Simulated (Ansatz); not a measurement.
# TePt: energy and stress against strain

This session takes TePt and sets out to strain the cell along the Voigt pattern (1, 1, 0, 0, 0, 0).

Program: Ansatz 0.2.0. Level of theory: DFT r2SCAN, scalar-relativistic, plane waves, PAW. These are calculated values, not measurements.

## 1. The starting structure

The structure is hexagonal, space group P6_3/mmc (No. 194). The conventional cell has a = 4.111 Å, b = 4.111 Å, c = 5.446 Å, α = 90.00°, β = 90.00°, γ = 120.00°. Te (site symmetry -6m2) has 6 Pt at 2.74 Å in its first shell of neighbours. Pt (site symmetry -3m) is surrounded by 2 Pt at 2.72 Å and 6 Te at 2.74 Å.

Structure file:

```cif
data_structure
_symmetry_space_group_name_H-M 'P6_3/mmc'
_symmetry_Int_Tables_number 194
_cell_length_a 4.1110
_cell_length_b 4.1110
_cell_length_c 5.4460
_cell_angle_alpha 90.000
_cell_angle_beta 90.000
_cell_angle_gamma 120.000
_cell_volume 79.71
loop_
_atom_site_label
_atom_site_type_symbol
_atom_site_symmetry_multiplicity
_atom_site_Wyckoff_symbol
_atom_site_fract_x
_atom_site_fract_y
_atom_site_fract_z
_atom_site_occupancy
Te1 Te 2 c 0.33333 0.66667 0.25000 1
Pt1 Pt 2 a 0.00000 0.00000 0.00000 1
```

No relaxation comes first: the listed cell is the starting point.

## 2. The reference cell

Reference values: F = -39063.6374 eV; pressure 15.47 GPa; largest force 0.000 eV/Å; gap on the mesh none (metal). It was computed beforehand with the settings of the runs below.

## 3. Setting up energy and stress against strain

The cell is strained by ε times the Voigt pattern (1, 1, 0, 0, 0, 0) (xx, yy, zz, yz, xz, xy; engineering shear), with fractional coordinates fixed (clamped ions). The stress on the pattern is the sum of the stress components weighted by it, tension positive.

## 4. At ε = -0.1500

input.yaml

```yaml
crystal:
  lattice:
    - [3.49434984, 0.0, 0.0]
    - [-1.74717492, 3.0261957311, 0.0]
    - [0.0, 0.0, 5.446]
  atoms:
    - { symbol: Te, position: [0.3333333333, 0.6666666667, 0.25] }
    - { symbol: Te, position: [0.6666666667, 0.3333333333, 0.75] }
    - { symbol: Pt, position: [0.0, 0.0, 0.0] }
    - { symbol: Pt, position: [0.0, 0.0, 0.5] }
basis:
  ecutwfc: 500
kpoints:
  mp_grid: { grid: [12, 12, 10] }
hamiltonian:
  xc: r2scan
scf:
  occupations: { method: gaussian, width: 0.15 }
output:
  forces: true
  stress: true
  eigenvalues: true
```

The run is started by

```bash
> ansatz run input.yaml --threads 1 --pin off --max-ram 2560MiB --backend cpu --events-out ev --progress --plain --runs-dir out
```

## 5. ε = 0.1125

input.yaml, as its differences from that of step 4:

```diff
@@ -2,4 +2,4 @@
   lattice:
-    - [3.49434984, 0.0, 0.0]
-    - [-1.74717492, 3.0261957311, 0.0]
+    - [4.5734872905, 0.0, 0.0]
+    - [-2.2867436452, 3.9607561775, 0.0]
     - [0.0, 0.0, 5.446]
```

## 6. ε = -0.0750

input.yaml, as its differences from that of step 5:

```diff
@@ -2,4 +2,4 @@
   lattice:
-    - [4.5734872905, 0.0, 0.0]
-    - [-2.2867436452, 3.9607561775, 0.0]
+    - [3.8026748258, 0.0, 0.0]
+    - [-1.9013374129, 3.2932130015, 0.0]
     - [0.0, 0.0, 5.446]
```

## 7. At ε = 0.0375

input.yaml, as its differences from that of step 6:

```diff
@@ -2,4 +2,4 @@
   lattice:
-    - [3.8026748258, 0.0, 0.0]
-    - [-1.9013374129, 3.2932130015, 0.0]
+    - [4.2651623046, 0.0, 0.0]
+    - [-2.1325811523, 3.6937389071, 0.0]
     - [0.0, 0.0, 5.446]
```

## 8. ε = 0.1500

input.yaml, as its differences from that of step 7:

```diff
@@ -2,4 +2,4 @@
   lattice:
-    - [4.2651623046, 0.0, 0.0]
-    - [-2.1325811523, 3.6937389071, 0.0]
+    - [4.7276497835, 0.0, 0.0]
+    - [-2.3638248917, 4.0942648127, 0.0]
     - [0.0, 0.0, 5.446]
```

## 9. ε = -0.1125

input.yaml, as its differences from that of step 8:

```diff
@@ -2,4 +2,4 @@
   lattice:
-    - [4.7276497835, 0.0, 0.0]
-    - [-2.3638248917, 4.0942648127, 0.0]
+    - [3.6485123329, 0.0, 0.0]
+    - [-1.8242561664, 3.1597043663, 0.0]
     - [0.0, 0.0, 5.446]
@@ -22 +22,5 @@
   eigenvalues: true
+  write_density: true
+  write_potential: true
+  elf: true
+  volumetric_format: npy
```

## 10. At ε = 0.0750

input.yaml, as its differences from that of step 9:

```diff
@@ -2,4 +2,4 @@
   lattice:
-    - [3.6485123329, 0.0, 0.0]
-    - [-1.8242561664, 3.1597043663, 0.0]
+    - [4.4193247976, 0.0, 0.0]
+    - [-2.2096623988, 3.8272475423, 0.0]
     - [0.0, 0.0, 5.446]
@@ -22,5 +22 @@
   eigenvalues: true
-  write_density: true
-  write_potential: true
-  elf: true
-  volumetric_format: npy
```

## 11. ε = -0.0375

input.yaml, as its differences from that of step 10:

```diff
@@ -2,4 +2,4 @@
   lattice:
-    - [4.4193247976, 0.0, 0.0]
-    - [-2.2096623988, 3.8272475423, 0.0]
+    - [3.9568373188, 0.0, 0.0]
+    - [-1.9784186594, 3.4267216367, 0.0]
     - [0.0, 0.0, 5.446]
```

## 12. At ε = 0.1312

input.yaml, as its differences from that of step 11:

```diff
@@ -2,4 +2,4 @@
   lattice:
-    - [3.9568373188, 0.0, 0.0]
-    - [-1.9784186594, 3.4267216367, 0.0]
+    - [4.650362987, 0.0, 0.0]
+    - [-2.3251814935, 4.0273324836, 0.0]
     - [0.0, 0.0, 5.446]
```

(Steps that only read results are left out.)

Q: Predict the outcome of this session. Wanted: slope of the stress at ε = 0, over ±0.0375.

**Answer**, as computed:

```
                                  quantity    value
slope of the stress at ε = 0, over ±0.0375  884 GPa
```

In words: The slope of the stress at zero strain, 884 GPa, estimates C11 + C22 + 2 C12 with clamped ions in this Cartesian frame; letting the atoms relax could not make it stiffer. The step is wide, so higher orders mix in. The reference stands under 15.5 GPa, so this is no zero-stress constant. The energy drops below the reference, by 75.2 meV/atom at ε = 0.0375; the cell was taken as given and not relaxed at this level. Compression costs more than tension: 2354.3 against 230.4 meV/atom at the ends. The runs treat Pt, Te without spin-orbit coupling.
